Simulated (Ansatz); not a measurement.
# GeClF2 radical: one species, many methods

One table from this session's results is given with a row withheld; the runs are named, their logs left out.

Program: Ansatz 0.2.0, Gaussian basis. Level of theory: functionals in def2-TZVPP, the program's frozen cores in correlated methods. These are calculated values, not measurements.

Levels to be run: LDA (SPW92), PBE-D4, revPBE-D4, BLYP-D4, r2SCAN-D4, B97M-V, PBE0-D4, B3LYP-D4, r2SCANh-D4, r2SCAN0-D4, HSE06-D4, BHLYP-D4, CAM-B3LYP-D4, LC-ωPBE, ωB97X-V, ωB97M-V, B2PLYP, PBE-QIDH; CCSD(T)/def2-SVP; CCSD(T)/def2-TZVPP; CCSD(T)/def2-QZVPP; extrapolation to the limit; RPA on PBE.

### The relaxed structure

All runs share one geometry, relaxed beforehand with PBE0-D4 in a triple-zeta def2 set.

4 atoms, charge 0, spin multiplicity 2.

Atoms are counted from 1 here; the program's logs count them from 0.

Bond lengths: F1–Ge2 1.725 Å, Ge2–F3 1.725 Å, Ge2–Cl4 2.139 Å. Angles: F1–Ge2–F3 104.5°, F1–Ge2–Cl4 108.3°, F3–Ge2–Cl4 108.3°.

The first run:

in.yaml

```yaml
crystal:
  periodic: [false, false, false]
  atoms:
    - {symbol: F, position_ang: [0.933483, 0.779757, 1.107722]}
    - {symbol: Ge, position_ang: [-0.287940, -0.198973, 0.381810]}
    - {symbol: F, position_ang: [0.571250, -1.541652, -0.278297]}
    - {symbol: Cl, position_ang: [-1.161293, 0.900568, -1.231535]}
basis:
  gaussian: {orbitals: def2-TZVPP}
magnetization: {spin_polarized: true, initial_magnetization: 1}
hamiltonian: {xc: lda}
output: {orbitals: {seedname: orbitals}}
```

Run with:

```bash
$ ansatz run in.yaml --threads 2 --pin off --events-out ev --progress --plain --max-ram 32768MiB --backend cpu
```

Among the steps run: LDA; PBE-D4 (GGA); revPBE-D4 (GGA); BLYP-D4 (GGA); r2SCAN-D4 (meta-GGA); B97M-V (meta-GGA); B3LYP-D4 (hybrid); r2SCANh-D4 (hybrid); r2SCAN0-D4 (hybrid); HSE06-D4 (hybrid); BHLYP-D4 (hybrid); CAM-B3LYP-D4 (range-separated); LC-ωPBE (range-separated); ωB97X-V (range-separated); ωB97M-V (range-separated); B2PLYP (double hybrid); PBE-QIDH (double hybrid).

One table of the session follows, with a row left open; its other results are not shown here.

It belongs to the step «Frontier levels by functional». 

| functional | HOMO (eV) | LUMO (eV) | gap (eV) |
| --- | --- | --- | --- |
| LDA (SPW92) | -6.99 | -6.08 | 0.91 |
| PBE-D4 | -6.86 | -5.64 | 1.22 |
| revPBE-D4 | -6.81 | -5.47 | 1.34 |
| BLYP-D4 | -6.70 | -5.69 | 1.01 |
| r2SCAN-D4 | -7.34 | -5.31 | 2.02 |
| B97M-V | -7.16 | -5.73 | 1.42 |
| PBE0-D4 | -8.22 | -4.73 | 3.49 |
| B3LYP-D4 | -7.94 | -5.17 | 2.77 |
| r2SCANh-D4 | -7.83 | -4.98 | 2.84 |
| r2SCAN0-D4 | -8.56 | -4.49 | 4.07 |
| HSE06-D4 | -7.82 | -5.10 | 2.71 |
| BHLYP-D4 | -9.40 | -3.93 | 5.47 |
| CAM-B3LYP-D4 | -9.52 | -3.86 | 5.66 |
| LC-ωPBE | -10.89 | -2.34 | 8.55 |
| ωB97X-V | ? | ? | ? |
| ωB97M-V | -10.26 | -2.86 | 7.40 |

**Question.** Estimate the row for ωB97X-V.

As computed: HOMO (eV): -10.40; LUMO (eV): -2.77; gap (eV): 7.63. In the column «HOMO (eV)» it lies between LC-ωPBE (-10.89) and ωB97M-V (-10.26).
